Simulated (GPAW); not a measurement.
AlSn in GPAW: convergence with smearing width (eV)

Crystal: AlSn.

```
Sn Al
1.0
     4.19811    0.00000    0.00000
    -2.09905    3.63567    0.00000
     0.00000    0.00000    3.30685
Sn Al
1 1
Direct
  0.33333 0.66667 0.50000
  0.00000 0.00000 0.00000
```

The cell comes from a database or a generator and needn't be the stable form of this composition.

```yaml
Program: GPAW 26.7.0
Task: convergence study
Functional: PBE
Potentials_or_basis: GPAW PAW data sets (gpaw-data 1.2.1)
Cutoff: 600 eV
Basis: pw
k_mesh: 6 × 6 × 6
Occupations: marzari-vanderbilt, width 0.5 eV
Spin: no spin polarisation
```

These are the settings of the first run; the series varies smearing width (eV), with any setting tied to it.

Hardware: 1 thread of Arm Neoverse N1 (shared host).

| smearing width (eV) | energy less the tightest run, at zero smearing (meV/atom) | pressure (GPa) | SCF cycles | CPU time (s) | peak memory (GiB) |
| --- | --- | --- | --- | --- | --- |
| 0.5 | -4.01 | -0.24 | 9 | 21 | 0.16 |
| 0.3 | -0.76 | -0.33 | 9 | 20 | 0.16 |
| 0.2 | -0.61 | -0.40 | 9 | 20 | 0.16 |
| 0.15 | -0.45 | -0.47 | 9 | 20 | 0.16 |
| 0.1 | -0.19 | -0.51 | 9 | 21 | 0.16 |
| 0.05 | -0.07 | -0.51 | 9 | 22 | 0.16 |
| 0.025 | -0.09 | -0.52 | 9 | 22 | 0.16 |
| 0.01 | 0.00 | -0.52 | 9 | 22 | 0.16 |

Against the tightest run, the energy stays within 1 meV/atom from 0.3 on; the pressure stays within 0.1 GPa from 0.15 on. Narrower smearing needs a denser k mesh, so at a fixed mesh the narrowest width isn't the most accurate. The tightest run that finished is the yardstick and may itself not be fully converged.

Caveat, for the tightest run too: this smearing can pin the Fermi level at a band edge.
